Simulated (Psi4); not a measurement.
**GeH3S (SMILES [SH][GeH2]): levels of theory compared**

We compute a comparison of 3 runs (UEDF2/pcseg-1, USCS-MP2/cc-pVTZ-DK) of GeH3S. 

The calculation is run with Psi4 1.11.

2 further runs of the same task are left out: 2 set aside as unsound or not needed.

## Step 1: Starting point

GeH3S: 5 atoms, total charge 0, spin state doublet. As SMILES, `[SH][GeH2]`. Geometry: relaxed at PBE0-D4/def2-TZVP. This is one conformer, not always the lowest.

Bond lengths: S1–Ge2 2.220 Å, S1–H3 1.343 Å, Ge2–H4 1.550 Å, Ge2–H5 1.545 Å. Angles: S1–Ge2–H4 109.5°, S1–Ge2–H5 104.6°, Ge2–S1–H3 94.4°, H4–Ge2–H5 110.8°.

## Step 2: Energy and forces at UEDF2/pcseg-1 (density fitting) (run 1)

The input, geh3s.inp:

```
memory 1600 MB

molecule molecule1 {
  0 2
  S      1.138600    -0.803200     0.659500
  Ge    -0.389500     0.679300     0.030100
  H      0.246200    -1.778900     0.894600
  H     -1.364100     0.019600    -0.978800
  H      0.418600     1.809400    -0.646900
  symmetry c1
}

set reference uks
set scf_type df

E, wfn = gradient('edf2/pcseg-1', return_wfn=True)
print_variables()
```

The run is started by

```bash
$ psi4 geh3s.inp geh3s.out -n 1
```

geh3s.out:

```text
[...]
  Running in c1 symmetry.
[...]
  Nuclear repulsion =  162.595028682439732
[...]
  Multiplicity = 2
[...]
  Nalpha       = 26
  Nbeta        = 25
[...]
    Number of basis functions: 60
[...]
   @DF-UKS iter   1: -2476.35861473406567   -2.74228e+00   1.90587e-02 DIIS/ADIIS
[...]
   @DF-UKS iter  14: -2477.20598868427896   -2.27374e-12   6.51693e-09 DIIS
[...]
   @S^2 Observed:                7.517195876E-01
[...]
    Orbital Energies [Eh]
    ---------------------
    Alpha Occupied:
       1A   -398.435476     2A    -88.748141     3A    -49.676090
       4A    -44.255925     5A    -44.254790     6A    -44.254059
       7A     -7.912596     8A     -6.192809     9A     -5.895915
      10A     -5.893460    11A     -5.888571    12A     -4.397054
      13A     -4.394652    14A     -4.392498    15A     -1.234684
      16A     -1.232961    17A     -1.231548    18A     -1.230827
      19A     -1.229220    20A     -0.733934    21A     -0.540839
      22A     -0.416217    23A     -0.352817    24A     -0.335929
      25A     -0.287310    26A     -0.209276
    Alpha Virtual:
[...]
  @DF-UKS Final Energy: -2477.20598868427896
   => Energetics <=
    Nuclear Repulsion Energy =            162.5950286824397324
    One-Electron Energy =               -3770.8079635633284852
    Two-Electron Energy =                1219.7895504558969151
    DFT Exchange-Correlation Energy =     -88.7826042592867282
    Empirical Dispersion Energy =           0.0000000000000000
    VV10 Nonlocal Energy =                  0.0000000000000000
    Total Energy =                      -2477.2059886842789638
[...]
 Multipole Moments:
 ------------------------------------------------------------------------------------
     Multipole            Electronic (a.u.)      Nuclear  (a.u.)        Total (a.u.)
 ------------------------------------------------------------------------------------
 L = 1.  Multiply by 2.5417464519 to convert [e a0] to [Debye]
 Dipole X            :         -3.8812691            3.4401093           -0.4411598
 Dipole Y            :          4.7841116           -4.8669008           -0.0827892
 Dipole Z            :         -0.4541782            0.4043580           -0.0498201
 Magnitude           :                                                    0.4516172
[...]
  -Total Gradient:
     Atom            X                  Y                   Z
    ------   -----------------  -----------------  -----------------
       1       -0.008153511276     0.000349460519    -0.000467624262
       2        0.005185500987    -0.005889421653     0.000272536280
       3        0.003413430761     0.004921953339    -0.001236440076
       4       -0.000009330595     0.000557788914     0.000847840349
       5       -0.000464163468     0.000029269252     0.000621008178
[...]
```

Wall time 9.6 s (1 thread of Intel Xeon Platinum 8488C (Sapphire Rapids), shared host); peak memory 0.38 GiB.

## Step 3: A single-point energy at USCS-MP2/cc-pVTZ-DK (run 2)

The input, run.py:

```python
import psi4

psi4.set_memory('1600 MB')
psi4.set_num_threads(1)
psi4.core.set_output_file('psi4.out', False)

geom = psi4.geometry("""
0 2
S      1.138600    -0.803200     0.659500
Ge    -0.389500     0.679300     0.030100
H      0.246200    -1.778900     0.894600
H     -1.364100     0.019600    -0.978800
H      0.418600     1.809400    -0.646900
""")

options = {'reference': 'uhf', 'scf_type': 'pk', 'freeze_core': True, 'mp2_type': 'df'}
psi4.set_options(options)

result = psi4.energy('scs-mp2/cc-pVTZ-DK')
print(f'total energy {result:.8f} hartree = {result * 27.211386:.5f} eV')
```

The run is started by

```bash
$ python run.py
```

psi4.out:

```text
[...]
  Running in c1 symmetry.
[...]
  Nuclear repulsion =  162.595028682439732
[...]
  Multiplicity = 2
[...]
  Nalpha       = 26
  Nbeta        = 25
[...]
    Number of basis functions: 119
[...]
   @UHF iter   1: -2460.07639172868721   -3.07219e+00   1.74630e-02 DIIS/ADIIS
[...]
   @UHF iter  17: -2461.31912863589423   -4.54747e-12   5.98390e-09 DIIS
[...]
   @S^2 Observed:                7.574925319E-01
[...]
    Orbital Energies [Eh]
    ---------------------
    Alpha Occupied:
       1A   -398.786743     2A    -91.755230     3A    -51.302804
       4A    -46.044853     5A    -46.042137     6A    -46.041409
       7A     -8.942597     8A     -7.086811     9A     -6.632634
      10A     -6.630952    11A     -6.629610    12A     -5.178418
      13A     -5.172708    14A     -5.171240    15A     -1.665933
      16A     -1.664941    17A     -1.662961    18A     -1.661090
      19A     -1.659854    20A     -0.969289    21A     -0.713915
      22A     -0.551736    23A     -0.484289    24A     -0.456571
      25A     -0.407544    26A     -0.322628
    Alpha Virtual:
[...]
  @UHF Final Energy: -2461.31912863589423
   => Energetics <=
    Nuclear Repulsion Energy =            162.5950286824397324
    One-Electron Energy =               -3761.0426087015252961
    Two-Electron Energy =                1137.1284513831917593
    Total Energy =                      -2461.3191286358942307
  UHF NO Occupations:
  HONO-2 :   24  A 1.9993436
  HONO-1 :   25  A 1.9974968
[...]
 Multipole Moments:
 ------------------------------------------------------------------------------------
     Multipole            Electronic (a.u.)      Nuclear  (a.u.)        Total (a.u.)
 ------------------------------------------------------------------------------------
 L = 1.  Multiply by 2.5417464519 to convert [e a0] to [Debye]
 Dipole X            :         -3.9582570            3.4401093           -0.5181477
 Dipole Y            :          4.9202627           -4.8669008            0.0533619
 Dipole Z            :         -0.4392647            0.4043580           -0.0349067
 Magnitude           :                                                    0.5220565
[...]
	SCS-MP2 Total Energy (a.u.)        : -2461.67263184782905
	SOS-MP2 Total Energy (a.u.)        : -2461.64331785490776
	SCSN-MP2 Total Energy (a.u.)       : -2461.47390651851947
[...]
	SOS-PI-MP2 Total Energy (a.u.)     : -2461.69734939141017
[...]
	MP2 Total Energy (a.u.)            : -2461.67722829716968
[...]
```

The script printed:

```text
total energy -2461.67263185 hartree = -66985.52419 eV
```

Run time: 80 s. Hardware: 1 thread of Intel Xeon Platinum 8488C (Sapphire Rapids), shared host; peak memory 1.4 GiB.

## Step 4: The energy at USCS-MP2/cc-pVTZ-DK (sfX2C) (run 3)

The input, geh3s.xyz:

```xyz
5
GeH3S
S      1.138600    -0.803200     0.659500
Ge    -0.389500     0.679300     0.030100
H      0.246200    -1.778900     0.894600
H     -1.364100     0.019600    -0.978800
H      0.418600     1.809400    -0.646900
```

The input, run.py:

```python
import psi4

psi4.set_memory(1600000000)
psi4.set_num_threads(1)
psi4.core.set_output_file('run.log', False)

with open('geh3s.xyz') as f:
    atoms = ''.join(f.readlines()[2:])
mol = psi4.geometry('0 2\n' + atoms + '')

psi4.set_options(dict(reference='uhf', scf_type='pk', freeze_core=True, mp2_type='df', relativistic='x2c'))

energy_value = psi4.energy("scs-mp2/cc-pVTZ-DK")
print(f'total energy {energy_value:.8f} hartree = {energy_value * 27.211386:.5f} eV')
for k, v in sorted(psi4.core.scalar_variables().items()):
    print(f'{k:45s} {v:18.10f}')
```

The run is started by

```bash
$ python run.py
```

run.log:

```text
[...]
  Running in c1 symmetry.
[...]
  Nuclear repulsion =  162.595028682439732
[...]
  Multiplicity = 2
[...]
  Nalpha       = 26
  Nbeta        = 25
[...]
    Number of basis functions: 119
[...]
    WARNING: The X2C and Dirac Hamiltonians have substatially different eigenvalues!
             This is probably caused by the recontraction of the basis set.
[...]
   @UHF iter   1: -2496.14676823978880   -3.00934e+00   1.76118e-02 DIIS/ADIIS
[...]
   @UHF iter  17: -2497.47140475088327   -9.54969e-12   7.38561e-09 DIIS
[...]
   @S^2 Observed:                7.582748501E-01
[...]
    Orbital Energies [Eh]
    ---------------------
    Alpha Occupied:
       1A   -410.828283     2A    -92.245845     3A    -53.441453
       4A    -46.537078     5A    -46.534912     6A    -46.534330
       7A     -9.009483     8A     -7.418409     9A     -6.641920
      10A     -6.640022    11A     -6.638609    12A     -5.230686
      13A     -5.225054    14A     -5.223504    15A     -1.619691
      16A     -1.618604    17A     -1.616783    18A     -1.614891
      19A     -1.613673    20A     -0.973884    21A     -0.726654
      22A     -0.551046    23A     -0.483320    24A     -0.455765
      25A     -0.405877    26A     -0.322689
    Alpha Virtual:
[...]
  @UHF Final Energy: -2497.47140475088327
   => Energetics <=
    Nuclear Repulsion Energy =            162.5950286824397324
    One-Electron Energy =               -3800.3254934542183037
    Two-Electron Energy =                1140.2590600208957312
    Total Energy =                      -2497.4714047508832664
  UHF NO Occupations:
  HONO-2 :   24  A 1.9992398
  HONO-1 :   25  A 1.9972817
[...]
 Multipole Moments:
 ------------------------------------------------------------------------------------
     Multipole            Electronic (a.u.)      Nuclear  (a.u.)        Total (a.u.)
 ------------------------------------------------------------------------------------
 L = 1.  Multiply by 2.5417464519 to convert [e a0] to [Debye]
 Dipole X            :         -3.9599806            3.4401093           -0.5198712
 Dipole Y            :          4.9287283           -4.8669008            0.0618275
 Dipole Z            :         -0.4439894            0.4043580           -0.0396314
 Magnitude           :                                                    0.5250327
[...]
	SCS-MP2 Total Energy (a.u.)        : -2497.82992692153948
	SOS-MP2 Total Energy (a.u.)        : -2497.79983767565591
	SCSN-MP2 Total Energy (a.u.)       : -2497.63027596914890
[...]
	SOS-PI-MP2 Total Energy (a.u.)     : -2497.85457649645150
[...]
	MP2 Total Energy (a.u.)            : -2497.83536659251149
[...]
```

Standard output:

```text
total energy -2497.82992692 hartree = -67969.41430 eV
CURRENT CORRELATION ENERGY                         -0.3585221707
CURRENT ENERGY                                  -2497.8299269215
CURRENT REFERENCE ENERGY                        -2497.4714047509
DD SOLVATION ENERGY                                 0.0000000000
HF KINETIC ENERGY                                2548.0904451952
HF POTENTIAL ENERGY                             -5045.5618499461
HF TOTAL ENERGY                                 -2497.4714047509
HF VIRIAL RATIO                                     1.9801345197
MP2 CORRELATION ENERGY                             -0.3639618416
MP2 DOUBLES ENERGY                                 -0.3639618416
MP2 OPPOSITE-SPIN CORRELATION ENERGY               -0.2736941040
MP2 SAME-SPIN CORRELATION ENERGY                   -0.0902677377
MP2 SINGLES ENERGY                                  0.0000000000
MP2 TOTAL ENERGY                                -2497.8353665925
NUCLEAR REPULSION ENERGY                          162.5950286824
ONE-ELECTRON ENERGY                             -3800.3254934542
PCM POLARIZATION ENERGY                             0.0000000000
PE ENERGY                                           0.0000000000
SCF ITERATION ENERGY                            -2497.4714047509
SCF ITERATIONS                                     17.0000000000
SCF TOTAL ENERGY                                -2497.4714047509
SCS(N)-MP2 CORRELATION ENERGY                      -0.1588712183
SCS(N)-MP2 TOTAL ENERGY                         -2497.6302759691
SCS-MP2 CORRELATION ENERGY                         -0.3585221707
SCS-MP2 TOTAL ENERGY                            -2497.8299269215
SCS-MP2-VDW CORRELATION ENERGY                     -0.3954623219
SCS-MP2-VDW TOTAL ENERGY                        -2497.8668670728
SOS-MP2 CORRELATION ENERGY                         -0.3284329248
SOS-MP2 TOTAL ENERGY                            -2497.7998376757
SOS-PI-MP2 CORRELATION ENERGY                      -0.3831717456
SOS-PI-MP2 TOTAL ENERGY                         -2497.8545764965
TWO-ELECTRON ENERGY                              1140.2590600209
```

Run time: 72 s. Hardware: 1 thread of Intel Xeon Platinum 8488C (Sapphire Rapids), shared host; peak memory 1.4 GiB.

## Step 5: All runs side by side

| run | level | task | integrals | energy (Eh) | HOMO energy (eV) | LUMO energy (eV) | ⟨S²⟩ | wall time |
| --- | --- | --- | --- | --- | --- | --- | --- | --- |
| 1 | UEDF2/pcseg-1 (density fitting) | gradient | df | -2477.205989 | -5.69 | -3.41 | 0.752 | 9.6 s |
| 2 | USCS-MP2/cc-pVTZ-DK | energy | pk | -2461.672632 | -8.78 | 0.74 | 0.757 | 80 s |
| 3 | USCS-MP2/cc-pVTZ-DK (sfX2C) | energy | pk | -2497.829927 | -8.78 | 0.67 | 0.758 | 72 s |

## Step 6: Results

| quantity | value |
| --- | --- |
| run 3: total energy | -2497.82993 Eh |
| run 3: HOMO energy (Hartree–Fock orbitals) (highest over α and β) | -8.78 eV |
| run 3: LUMO energy (Hartree–Fock orbitals) (lowest over α and β) | 0.67 eV |
| run 3: correlation energy (14 core orbitals frozen) | -358.5 mEh |
| run 3: ⟨S²⟩ of the reference determinant | 0.758 |

In words: Some runs of one species differ in core potentials or relativity; totals across that change don't compare. In run 2 relativity is left out where basis or elements ask for it. All runs together took 2.7 min, the longest 80 s.
